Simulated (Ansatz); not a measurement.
**VN2: how settings move the results**

This session on VN2 sets out to sweep the k-point mesh on the displaced cell.

Program: Ansatz 0.2.0. Level of theory: DFT PBEsol, scalar-relativistic, plane waves, PAW. These are calculated values, not measurements.

2 further runs of the same task are left out: 1 that didn't finish, 1 set aside as unsound or not needed. Runs told in other sessions of the task aren't counted.

### Step 1. The system as given

It takes space group I4/mcm (No. 140, tetragonal). The conventional cell has a = 4.301 Å, b = 4.301 Å, c = 4.983 Å, α = 90.00°, β = 90.00°, γ = 90.00°. Around V (site symmetry 422) lie 8 N at 2.13 Å. N (site symmetry m2m) has 1 N at 1.40 Å and 4 V at 2.13 Å in its first shell of neighbours.

As a file:

```cif
data_structure
_symmetry_space_group_name_H-M 'P 1'
_symmetry_Int_Tables_number 1
_cell_length_a 3.9317
_cell_length_b 3.9317
_cell_length_c 3.9317
_cell_angle_alpha 113.673
_cell_angle_beta 113.673
_cell_angle_gamma 101.359
_cell_volume 46.10
loop_
_atom_site_label
_atom_site_type_symbol
_atom_site_fract_x
_atom_site_fract_y
_atom_site_fract_z
_atom_site_occupancy
V1 V 0.25000 0.25000 0.00000 1
V2 V 0.75000 0.75000 0.00000 1
N1 N 0.11510 0.61510 0.73020 1
N2 N 0.61510 0.88490 0.50000 1
N3 N 0.88490 0.38490 0.26980 1
N4 N 0.38490 0.11510 0.50000 1
```

The structure comes from the Crystallography Open Database; it is used as listed.

### Step 2. The base run, which the others are set against

Input file input.yaml:

```yaml
crystal:
  lattice:
    - [-2.15075, 2.15075, 2.49135]
    - [2.15075, -2.15075, 2.49135]
    - [2.15075, 2.15075, -2.49135]
  atoms:
    - { symbol: V, position: [0.25, 0.25, 0.0] }
    - { symbol: V, position: [0.75, 0.75, 0.0] }
    - { symbol: "N", position: [0.1151, 0.6151, 0.7302] }
    - { symbol: "N", position: [0.6151, 0.8849, 0.5] }
    - { symbol: "N", position: [0.8849, 0.3849, 0.2698] }
    - { symbol: "N", position: [0.3849, 0.1151, 0.5] }
basis:
  ecutwfc: 420
kpoints:
  mp_grid: { grid: [12, 12, 12] }
hamiltonian:
  xc: pbesol
scf:
  occupations: { method: gaussian, width: 0.1 }
output:
  forces: true
  stress: true
  eigenvalues: true
  populations: true
  write_density: true
  write_potential: true
  elf: true
  volumetric_format: npy
```

It was run beforehand and gave: -1214.6234 eV/atom at zero smearing, pressure -11.60 GPa, largest force 0.460 eV/Å, no gap on the mesh, in 6 SCF cycles and 36 s.

The runs on the displaced cell use a copy made earlier, with the atoms moved and the axes strained (about 1 %) at random, so that forces and shear stress do not vanish.

### Step 3. K-point mesh on the displaced cell set to 1×1×1

Input file input.yaml:

```yaml
crystal:
  lattice:
    - [-2.1920233894, 2.199176302, 2.4806609728]
    - [2.1557280436, -2.2182887917, 2.4658272371]
    - [2.1603039889, 2.1865693912, -2.4971605363]
  atoms:
    - { symbol: V, position: [0.2165747823, 0.2259589149, -0.043603123] }
    - { symbol: V, position: [0.7353071408, 0.7427617919, -0.021973283] }
    - { symbol: "N", position: [0.1090856213, 0.6117064723, 0.7149910223] }
    - { symbol: "N", position: [0.6278490866, 0.8840616273, 0.4931152238] }
    - { symbol: "N", position: [0.8668584183, 0.3589550303, 0.2489834125] }
    - { symbol: "N", position: [0.3663228169, 0.1069604857, 0.4991519374] }
basis:
  ecutwfc: 420
kpoints:
  mp_grid: { grid: [1, 1, 1] }
hamiltonian:
  xc: pbesol
scf:
  occupations: { method: gaussian, width: 0.1 }
output:
  forces: true
  stress: true
  eigenvalues: true
```

Run with:

```sh
$ ansatz run input.yaml --threads 1 --pin off --max-ram 2560MiB --backend cpu --events-out ev --progress --plain --runs-dir out
```

The session goes on with these runs: K-point mesh on the displaced cell set to 2×2×2; K-point mesh on the displaced cell: 4×4×4; K-point mesh on the displaced cell set to 6×6×6.

What results come out of these runs, taken together?

**Answer**, as computed:

```
                                                                     quantity                      value
k-point mesh on the displaced cell: within 10 and 1 meV/atom of 10×10×10 from  4×4×4 for 10; 6×6×6 for 1
```

**Reading.** For the k-point mesh on the displaced cell, the energy stays within 1 meV/atom of the reference from 6×6×6 on, at about 0.28 of the reference's time. That is measured against the best run here, which may itself be short of the limit. The gaps on the coarsest meshes are artefacts of sampling: the crystal is a metal on the dense ones. The error changes sign along the series, since a k mesh isn't variational, and a metal needs dense meshes to resolve its Fermi surface. Forces come within 0.01 eV/Å only at the reference itself. The listed cell is far from this method's equilibrium (-11.6 GPa, forces up to 0.46 eV/Å), so its values are not those of the relaxed crystal.

No run allows spin polarisation, though the cell holds V.
